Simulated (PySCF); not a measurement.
# C7H4F4: excited states, first hyperpolarisability

What do calculations give for the excited states, first hyperpolarisability of C7H4F4 (`Fc1ccccc1C(F)(F)F`)?

Computed with PySCF 2.14.0 and routines of our own; the level stands in each step. Atoms count from 0.

### 1 The starting structure

15 atoms, charge 0, multiplicity 1; geometry from: GFN2-xTB.

### 2 Geometry optimisation at PBE0-D3(BJ)/def2-SVP

The job: settings as JSON, then the geometry in Å.

```
{"job": {"xc": "PBE0", "basis": "def2-SVP", "d3": "d3bj", "grid": 2, "kind": "geom"}, "charge": 0, "multiplicity": 1}
F     -0.471936     2.247893     0.746083
C      0.112441     1.112224     0.343333
C      1.490178     1.066383     0.230943
C      2.092529    -0.107699    -0.185431
C      1.324082    -1.220943    -0.484801
C     -0.053903    -1.169176    -0.370480
C     -0.672550     0.002125     0.046416
C     -2.168597     0.091355     0.182972
F     -2.699511     1.034499    -0.610411
F     -2.551738     0.381813     1.435920
F     -2.779202    -1.058686    -0.139771
H      2.066838     1.945297     0.470087
H      3.166945    -0.151322    -0.275299
H      1.798168    -2.133557    -0.809045
H     -0.658158    -2.032219    -0.602428
```

Run with:

```
$ OMP_NUM_THREADS=1 python excited_run.py task.json out
```

One launch serves the whole session: the jobs run in the order shown.

Output:

```text
step   0  E = -667.35843019  max force = 0.015838
step   1  E = -667.35928687  max force = 0.007110
step   2  E = -667.35949709  max force = 0.002553
step   3  E = -667.35958827  max force = 0.001551
step   4  E = -667.35966942  max force = 0.002200
step   5  E = -667.35972366  max force = 0.002056
step   6  E = -667.35973443  max force = 0.001440
step   7  E = -667.35975119  max force = 0.000352
step   8  E = -667.35975162  max force = 0.000601
step   9  E = -667.35975378  max force = 0.000194
optimisation converged
```

It took 2.7 min on 1 thread of Intel Xeon Platinum 8488C, shared host; peak memory 0.81 GiB.

Step by step:

```tsv
step	energy from step 0 (eV)	largest force component (eV/Å)
0	0.0000	0.8144
1	-0.0233	0.3656
2	-0.0290	0.1313
3	-0.0315	0.0798
4	-0.0337	0.1131
5	-0.0352	0.1057
6	-0.0355	0.0740
7	-0.0359	0.0181
8	-0.0360	0.0309
9	-0.0360	0.0100
```

Close pairs (by a distance rule), those that changed most:

```tsv
bond	before (Å)	after (Å)	change (Å)
C3–H12	1.079	1.092	+0.013
C2–H11	1.078	1.091	+0.013
C4–H13	1.078	1.091	+0.013
C5–H14	1.079	1.091	+0.012
F0–C1	1.339	1.328	-0.012
C2–C3	1.384	1.393	+0.009
C4–C5	1.384	1.393	+0.009
C3–C4	1.385	1.394	+0.008
```

The end geometry stands in the next job.

```tsv
at the end point	value
rotational constants (GHz, main isotopes)	1.912, 0.942, 0.709
dipole moment (D)	3.35
```

### 3 Excited states: TDA wB97X-D/aug-cc-pVDZ

The job: settings as JSON, then the geometry in Å.

```
{"job": {"kind": "states", "xc": "wB97X-D", "basis": "aug-cc-pVDZ", "tda": true, "soc": true, "nstates": 6, "ntriplets": 5, "nquad": 4}, "charge": 0, "multiplicity": 1}
F     -0.497042     2.283152     0.584976
C      0.096277     1.134782     0.282217
C      1.482028     1.081610     0.233481
C      2.101941    -0.124023    -0.087534
C      1.339518    -1.259273    -0.356410
C     -0.050277    -1.188764    -0.301301
C     -0.687601     0.009336     0.020319
C     -2.187610     0.108007     0.087827
F     -2.663092     0.981094    -0.802585
F     -2.599525     0.506794     1.292785
F     -2.763979    -1.071309    -0.162341
H      2.052113     1.986919     0.448513
H      3.192381    -0.173122    -0.127106
H      1.826597    -2.202808    -0.608920
H     -0.660207    -2.069330    -0.507516
```

Method: TDA wB97X-D/aug-cc-pVDZ excited states, vertical, gas phase, spin-orbit mean-field couplings.

Output:

```text
coarse grid: 14432 points
cycle   1  E = -668.1979604628  dE =  2.481e+00  |g| = 1.010e+00  |ddm| = 2.848e+01
cycle   2  E = -668.1696680346  dE =  2.829e-02  |g| = 1.177e+00  |ddm| = 5.651e+00
cycle   3  E = -668.3898177059  dE = -2.201e-01  |g| = 7.567e-02  |ddm| = 3.173e+00
cycle   4  E = -668.3908410064  dE = -1.023e-03  |g| = 3.714e-02  |ddm| = 5.410e-01
cycle   5  E = -668.3911706376  dE = -3.296e-04  |g| = 8.888e-03  |ddm| = 2.936e-01
cycle   6  E = -668.3911888793  dE = -1.824e-05  |g| = 2.465e-03  |ddm| = 4.715e-02
cycle   7  E = -668.3911903905  dE = -1.511e-06  |g| = 5.167e-04  |ddm| = 1.312e-02
final grid: 146360 points
cycle   8  E = -668.4014022209  dE = -1.951e-04  |g| = 9.549e-03  |ddm| = 1.782e+00
cycle   9  E = -668.4014031258  dE = -9.048e-07  |g| = 1.050e-02  |ddm| = 1.765e-01
cycle  10  E = -668.4014199658  dE = -1.684e-05  |g| = 7.362e-04  |ddm| = 3.249e-02
cycle  11  E = -668.4014200622  dE = -9.645e-08  |g| = 4.998e-04  |ddm| = 1.428e-02
cycle  12  E = -668.4014201105  dE = -4.831e-08  |g| = 8.684e-05  |ddm| = 4.952e-03
cycle  13  E = -668.4014201127  dE = -2.227e-09  |g| = 3.432e-05  |ddm| = 8.511e-04
cycle  14  E = -668.4014201132  dE = -4.752e-10  |g| = 9.267e-06  |ddm| = 4.718e-04
converged SCF energy = -668.4014201132

Singlet excitations
state   eV       nm        f     d(h-e)  d(exc)  Lambda  PR(NTO)  |dmu|/D   mu/D   main configurations
  1   5.4237   228.6   0.02075   0.090   2.675   0.706   1.831    0.216    3.388   H->L 0.63, H-1->L+2 0.32
  2   6.3838   194.2   0.00501   0.100   2.738   0.835   2.075    0.367    3.282   H->L+2 0.48, H-1->L 0.46
  3   6.9764   177.7   0.00556   1.655   4.493   0.185   1.022    7.389    3.921   H->L+1 0.85
  4   7.4199   167.1   0.01520   1.659   4.443   0.177   1.201    7.720    4.448   H-1->L+1 0.77
  5   7.5496   164.2   0.80023   0.125   2.894   0.627   2.015                     H-1->L+2 0.57, H->L 0.26
  6   7.5568   164.1   0.01661   0.591   4.537   0.169   1.232                     H->L+3 0.45, H->L+4 0.16, H->L+8 0.14

Triplet excitations (Tamm-Dancoff)
state   eV     d(h-e)  d(exc)  Lambda  PR(NTO)   main configurations
  1   4.1909   0.033   2.433   0.818   1.936   H->L+2 0.45, H-1->L 0.41, H->L 0.08
  2   4.5431   0.134   2.638   0.733   1.055   H->L 0.87
  3   4.8224   0.084   2.635   0.845   2.000   H-1->L 0.52, H->L+2 0.47
  4   5.4821   0.043   2.615   0.650   1.070   H-1->L+2 0.93
  5   6.9465   1.788   4.532   0.183   1.024   H->L+1 0.86
S1 - T1 = 1.2328 eV

Spin-orbit couplings |<S|Hso|T>| (cm-1)
             T1       T2       T3       T4       T5
S0        1.009    0.551    0.337    1.015    0.613
S1        0.567    0.133    0.024    0.006    0.363
S2        0.046    0.402    0.020    0.563    1.458
S3        1.426    0.698    1.308    0.202    0.109
S4        0.264    0.712    1.037    1.442    0.057
S5        0.290    0.163    0.435    0.159    0.305
S6        2.186    1.268    1.868    0.382    0.873
T1 sublevels (cm-1): 0.000 0.000 0.000   radiative rates (1/s): 0.0623 0.0145 0.00263
```

Wall time 90 s (1 thread of Intel Xeon Platinum 8488C, shared host); peak memory 1.2 GiB.

Key values:

```tsv
quantity	value
S1 less T1	1.23 eV
```

### 4 Excited states: TDDFT CAM-B3LYP/aug-cc-pVDZ

The job, as its differences from that of step 3:

```diff
@@ -1,2 +1,2 @@
-{"job": {"kind": "states", "xc": "wB97X-D", "basis": "aug-cc-pVDZ", "tda": true, "soc": true, "nstates": 6, "ntriplets": 5, "nquad": 4}, "charge": 0, "multiplicity": 1}
+{"job": {"kind": "states", "xc": "CAM-B3LYP", "basis": "aug-cc-pVDZ", "tpa": true, "nstates": 8, "nquad": 6, "ntriplets": 0}, "charge": 0, "multiplicity": 1}
 F     -0.497042     2.283152     0.584976
```

Level: TDDFT CAM-B3LYP/aug-cc-pVDZ excited states, vertical, gas phase, two-photon moments by quadratic response.

Output:

```text
coarse grid: 14432 points
cycle   1  E = -668.1769019646  dE =  2.405e+00  |g| = 1.001e+00  |ddm| = 3.629e+01
cycle   2  E = -668.0989629105  dE =  7.794e-02  |g| = 1.283e+00  |ddm| = 6.298e+00
cycle   3  E = -668.3627598071  dE = -2.638e-01  |g| = 8.304e-02  |ddm| = 3.523e+00
cycle   4  E = -668.3638787410  dE = -1.119e-03  |g| = 4.569e-02  |ddm| = 6.370e-01
cycle   5  E = -668.3643759903  dE = -4.972e-04  |g| = 1.032e-02  |ddm| = 3.419e-01
cycle   6  E = -668.3643988535  dE = -2.286e-05  |g| = 3.089e-03  |ddm| = 5.183e-02
cycle   7  E = -668.3644011497  dE = -2.296e-06  |g| = 4.818e-04  |ddm| = 1.499e-02
final grid: 146360 points
cycle   8  E = -668.3750888383  dE = -3.396e-05  |g| = 4.968e-03  |ddm| = 5.129e-01
cycle   9  E = -668.3750874914  dE =  1.347e-06  |g| = 6.018e-03  |ddm| = 5.836e-02
cycle  10  E = -668.3750937280  dE = -6.237e-06  |g| = 4.044e-04  |ddm| = 2.137e-02
cycle  11  E = -668.3750937547  dE = -2.673e-08  |g| = 1.936e-04  |ddm| = 3.304e-03
cycle  12  E = -668.3750937617  dE = -6.987e-09  |g| = 4.343e-05  |ddm| = 1.150e-03
cycle  13  E = -668.3750937621  dE = -3.843e-10  |g| = 1.357e-05  |ddm| = 3.338e-04
converged SCF energy = -668.3750937621

Singlet excitations
state   eV       nm        f     d(h-e)  d(exc)  Lambda  PR(NTO)  |dmu|/D   mu/D   delta(TPA)   sigma/GM   main configurations
  1   5.3394   232.2   0.02390   0.091   2.681   0.701   1.804    0.236    3.500        1.47      0.015   H->L 0.70, H-1->L+2 0.26
  2   6.1177   202.7   0.00509   0.093   2.733   0.829   2.119    0.324    3.381        3.05      0.042   H->L+2 0.50, H-1->L 0.46
  3   6.7448   183.8   0.00525   1.728   4.477   0.213   1.016    7.568    4.021       50.91      0.849   H->L+1 0.92
  4   7.0104   176.9   0.64117   0.166   2.790   0.794   2.396    0.508    3.180       26.20      0.472   H-1->L 0.50, H->L+2 0.45
  5   7.0586   175.6   0.55017   0.096   2.823   0.634   1.802    0.323    3.313        1.26      0.023   H-1->L+2 0.70, H->L 0.25
  6   7.1952   172.3   0.01268   1.700   4.421   0.207   1.183    7.709    4.300       68.95      1.308   H-1->L+1 0.83
  7   7.3087   169.6   0.01142   0.533   4.456   0.185   1.205                                            H->L+3 0.43, H->L+4 0.26, H->L+8 0.09
  8   7.4302   166.9   0.00063   0.850   4.627   0.183   1.040                                            H->L+3 0.44, H->L+4 0.30, H->L+8 0.11
```

It took 2 min on 1 thread of Intel Xeon Platinum 8488C, shared host; peak memory 1.2 GiB.

### 5 First hyperpolarisability: quadratic response CAM-B3LYP/aug-cc-pVDZ

The job, as its differences from that of step 4:

```diff
@@ -1,2 +1,2 @@
-{"job": {"kind": "states", "xc": "CAM-B3LYP", "basis": "aug-cc-pVDZ", "tpa": true, "nstates": 8, "nquad": 6, "ntriplets": 0}, "charge": 0, "multiplicity": 1}
+{"job": {"kind": "beta", "xc": "CAM-B3LYP", "basis": "aug-cc-pVDZ"}, "charge": 0, "multiplicity": 1}
 F     -0.497042     2.283152     0.584976
```

With the program's defaults for keys left out, this is: quadratic response CAM-B3LYP/aug-cc-pVDZ first hyperpolarisability, Taylor convention, gas phase.

Output:

```text
coarse grid: 14432 points
cycle   1  E = -668.1769019646  dE =  2.405e+00  |g| = 1.001e+00  |ddm| = 3.629e+01
cycle   2  E = -668.0989629105  dE =  7.794e-02  |g| = 1.283e+00  |ddm| = 6.298e+00
cycle   3  E = -668.3627598071  dE = -2.638e-01  |g| = 8.304e-02  |ddm| = 3.523e+00
cycle   4  E = -668.3638787410  dE = -1.119e-03  |g| = 4.569e-02  |ddm| = 6.370e-01
cycle   5  E = -668.3643759903  dE = -4.972e-04  |g| = 1.032e-02  |ddm| = 3.419e-01
cycle   6  E = -668.3643988535  dE = -2.286e-05  |g| = 3.089e-03  |ddm| = 5.183e-02
cycle   7  E = -668.3644011497  dE = -2.296e-06  |g| = 4.818e-04  |ddm| = 1.499e-02
final grid: 146360 points
cycle   8  E = -668.3750888383  dE = -3.396e-05  |g| = 4.968e-03  |ddm| = 5.129e-01
cycle   9  E = -668.3750874914  dE =  1.347e-06  |g| = 6.018e-03  |ddm| = 5.836e-02
cycle  10  E = -668.3750937280  dE = -6.237e-06  |g| = 4.044e-04  |ddm| = 2.137e-02
cycle  11  E = -668.3750937547  dE = -2.675e-08  |g| = 1.936e-04  |ddm| = 3.304e-03
cycle  12  E = -668.3750937617  dE = -6.971e-09  |g| = 4.343e-05  |ddm| = 1.150e-03
cycle  13  E = -668.3750937621  dE = -3.952e-10  |g| = 1.357e-05  |ddm| = 3.338e-04
converged SCF energy = -668.3750937621

Lowest singlets (eV, f): 5.3394 0.0239  6.1177 0.0051  6.7448 0.0053

First hyperpolarisability (au)
process     nm      |vector|   parallel      HRS      DR
static         -      278.11    -162.76     104.31   7.645
shg       1907.0      287.25     -168.0     107.76   7.605
eope      1907.0      281.10    -164.47          -       -
shg       1064.0      309.72    -180.87     116.23   7.517
eope      1064.0      287.92    -168.39          -       -
```

Run time: 1.7 min. Hardware: 1 thread of Intel Xeon Platinum 8488C, shared host; peak memory 1.3 GiB.

### 6 What came out

```
                                                   quantity                                                value
                       rotational constants (main isotopes)                                 1.91, 0.94, 0.71 GHz
               S1 less T1 (step 3, TDA wB97X-D/aug-cc-pVDZ)                                              1.23 eV
β vector (step 5, quadratic response CAM-B3LYP/aug-cc-pVDZ)  static 278, SHG 1907.0 nm 287, SHG 1064.0 nm 310 au
```

In words: The optimisation took 9 steps and gained 0.036 eV; among the close pairs (by a distance rule), C3–H12 changed most, from 1.079 to 1.092 Å. In step 3, the number of triplets below S1 is 3, and the largest singlet-triplet spin-orbit coupling is S6–T1, 2.19 cm⁻¹. β grows from 278 au (static) to 310 au for doubling at 1064.0 nm: normal dispersion, which grows as twice the photon energy moves toward the bright states.
